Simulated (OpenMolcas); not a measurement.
# I⁺: CASSCF and CASPT2 terms and fine-structure levels

Which level of I⁺ lies lowest, and where do the others fall? The reference wave functions come first, then spin-orbit coupling, then second-order correlation under several settings.

Program: OpenMolcas 26.06. Level of theory: state-averaged CASSCF and CASPT2, spin-orbit coupling by RASSI with atomic mean-field integrals. These are calculated values, not measurements, unless marked.

2 further runs of the same task are left out: 2 set aside as unsound or not needed.

**1. The system**

- Species: I⁺ (iodine, Z = 53, 52 electrons)
- Basis: ANO-RCC-VQZP [8s7p5d3f2g], 93 functions
- Scalar Hamiltonian: DKH2, point nucleus
- Inactive shells: 1s 2s 2p 3s 3p 3d 4s 4p 4d
- Active space: 6 electrons in 8 orbitals (5s 5p 6s 6p)
- Some configurations of this space: 5p6, 5s 5p5, 5s2 5p4
- Orbitals: optimised for each spin and parity, averaged over the low roots

The outer shells:

5p6
```
5p [↑↓][↑↓][↑↓]
```

5s 5p5
```
5s [↑ ]
5p [↑↓][↑↓][↑ ]
```

5s2 5p4
```
5s [↑↓]
5p [↑↓][↑ ][↑ ]
```

Each step is its own input file, run in one work folder so that later steps find the files of earlier ones. Labels, J, g values, rates, χT and fits are worked out afterwards by a script from the matrices that RASSI stores.

**2. One- and two-electron integrals**

File a.inp:

```
&GATEWAY
Coord
1

I 0.0 0.0 0.0
Basis=ANO-RCC-VQZP
Group=XYZ
NoMove
AngMom=0.0 0.0 0.0
AMFI
&SEWARD
```

**3. Start orbitals from a smaller active space**

File a.inp:

```
&RASSCF
FileOrb=start.orb
Symmetry=1
Spin=3
nActEl=6 0 0
Inactive=14 9
Ras2=1 3
CIRoot=3 3 1
SDav=3
CIMx=300
Iter=120 100
PrWF=0.3
OrbListing=Nothing
MaxOrb=0
Atom
>>> COPY $Project.JobIph JOBPRE
```

**4. CASSCF: triplets of even parity, 3 roots**

File a.inp:

```
&RASSCF
FileOrb=start.orb
Symmetry=1
Spin=3
nActEl=6 0 0
Inactive=14 9
Ras2=2 6
CIRoot=3 3 1
SDav=744
CIMx=300
Iter=120 100
PrWF=0.3
OrbListing=Nothing
MaxOrb=0
Atom
>>> COPY $Project.JobIph JOB001
```

**5. Reference wave functions, singlets of even parity, 6 roots**

File a.inp:

```
&RASSCF
FileOrb=start.orb
Symmetry=1
Spin=1
nActEl=6 0 0
Inactive=14 9
Ras2=2 6
CIRoot=6 6 1
SDav=616
CIMx=300
Iter=120 100
PrWF=0.3
OrbListing=Nothing
MaxOrb=0
Atom
>>> COPY $Project.JobIph JOB002
```

**6. Reference wave functions, triplets of odd parity, 3 roots**

File a.inp:

```
&RASSCF
FileOrb=start.orb
Symmetry=2
Spin=3
nActEl=6 0 0
Inactive=14 9
Ras2=2 6
CIRoot=3 3 1
SDav=768
CIMx=300
Iter=120 100
PrWF=0.3
OrbListing=Nothing
MaxOrb=0
Atom
>>> COPY $Project.JobIph JOB003
```

**7. CASSCF: singlets of odd parity, 3 roots**

File a.inp:

```
&RASSCF
FileOrb=start.orb
Symmetry=2
Spin=1
nActEl=6 0 0
Inactive=14 9
Ras2=2 6
CIRoot=3 3 1
SDav=560
CIMx=300
Iter=120 100
PrWF=0.3
OrbListing=Nothing
MaxOrb=0
Atom
>>> COPY $Project.JobIph JOB004
```

**8. State interaction with spin-orbit coupling**

File a.inp:

```
&RASSI
NrOfJobIphs=4 3 6 3 3
1 2 3
1 2 3 4 5 6
1 2 3
1 2 3
IphNames
JOB001
JOB002
JOB003
JOB004
EJob
SpinOrbit
DIPRint=1.0
SOCoupling=1000.0
Subsets=2
MEES
Property=10
'ANGMOM' 1 'ANGMOM' 2 'ANGMOM' 3 'MLTPL  1' 1 'MLTPL  1' 2 'MLTPL  1' 3
'AMFI' 1 'AMFI' 2 'AMFI' 3 'MLTPL  2' 6
SOProperty=3
'ANGMOM' 1 'ANGMOM' 2 'ANGMOM' 3
```

**9. CASPT2: IPEA 0.25, imaginary shift 0.1 (closed shells correlated: 4d)**

File a.inp:

```
>>> COPY JOB001 $Project.JobIph
&CASPT2
Multistate=3 1 2 3
Frozen=9 9
IPEA=0.25
Imaginary=0.1
MaxIter=60
WThr=0.0 0.3 0.05
PrWF=0.5
NoMix
>>> COPY JOB002 $Project.JobIph
&CASPT2
Multistate=6 1 2 3 4 5 6
Frozen=9 9
IPEA=0.25
Imaginary=0.1
MaxIter=60
WThr=0.0 0.3 0.05
PrWF=0.5
NoMix
>>> COPY JOB003 $Project.JobIph
&CASPT2
Multistate=3 1 2 3
Frozen=9 9
IPEA=0.25
Imaginary=0.1
MaxIter=60
WThr=0.0 0.3 0.05
PrWF=0.5
NoMix
>>> COPY JOB004 $Project.JobIph
&CASPT2
Multistate=3 1 2 3
Frozen=9 9
IPEA=0.25
Imaginary=0.1
MaxIter=60
WThr=0.0 0.3 0.05
PrWF=0.5
NoMix
```

**10. CASPT2: IPEA 0.25, imaginary shift 0.3 (closed shells correlated: 4d)**

a.inp: that of step 9 with these lines changed.

```diff
@@ -5,3 +5,3 @@
 IPEA=0.25
-Imaginary=0.1
+Imaginary=0.3
 MaxIter=60
@@ -15,3 +15,3 @@
 IPEA=0.25
-Imaginary=0.1
+Imaginary=0.3
 MaxIter=60
@@ -25,3 +25,3 @@
 IPEA=0.25
-Imaginary=0.1
+Imaginary=0.3
 MaxIter=60
@@ -35,3 +35,3 @@
 IPEA=0.25
-Imaginary=0.1
+Imaginary=0.3
 MaxIter=60
```

(Steps that only read results are left out.)

**Question.** What will these runs give? Wanted: lowest level; first excited level; lowest level of another term; spin-orbit lowering of the lowest level; strongest of the lines computed, by gA, at SS-CASPT2 energies.

As calculated:

```
                                                     quantity                                                                     value
                                                       method  SS-CASPT2, IPEA 0.25, imaginary shift 0.1 (closed shells correlated: 4d)
                                                 lowest level                                 5s2 5p4 3P2, 92 % of that term, g = 1.461
                                  ground level listed by NIST                                                                       3P2
                                          first excited level                                                  5s2 5p4 3P0 at 6270 cm-1
                                 lowest level of another term                                                 5s2 5p4 1D2 at 13670 cm-1
                      spin-orbit lowering of the lowest level                                                                 3691 cm-1
strongest of the lines computed, by gA, at SS-CASPT2 energies                    5s 5p5 3P* 2 → 5s2 5p4 3P2, 114.9 nm, A = 2.54e+09 s⁻¹
```

What each method costs and misses:

```
                                           method  time of its own steps  time with the reference  mean absolute difference from the measured levels (cm-1)
                                        A. CASSCF                   21 s                     21 s                                                      7500
B. SS-CASPT2, IPEA 0.25, imaginary shift 0.1, +4d                  7.1 s                     29 s                                                      2500
C. SS-CASPT2, IPEA 0.25, imaginary shift 0.3, +4d                  7.1 s                     29 s                                                      2900
```

Times are of one thread on a shared host.

**Reading.** The multiplet 3P is irregular, with J out of order. Second-order correlation (method B) scales the levels of the lowest configuration above 5000 cm⁻¹ by 0.89 to 1.09. Method B lies closest to the measured levels (2500 cm⁻¹ on average) and A farthest (7500). Only the configurations of the active space and the roots asked for are present. Not all states of the active space went into the spin-orbit step. CASPT2 does not keep the components of a term degenerate, and the means are used. Reference weights range from 0.81 to 0.91, which points to intruder states or a small active space for some roots. The levels of the extra active shells were not computed. No d shell is active. Levels of other configurations are missing from the list.
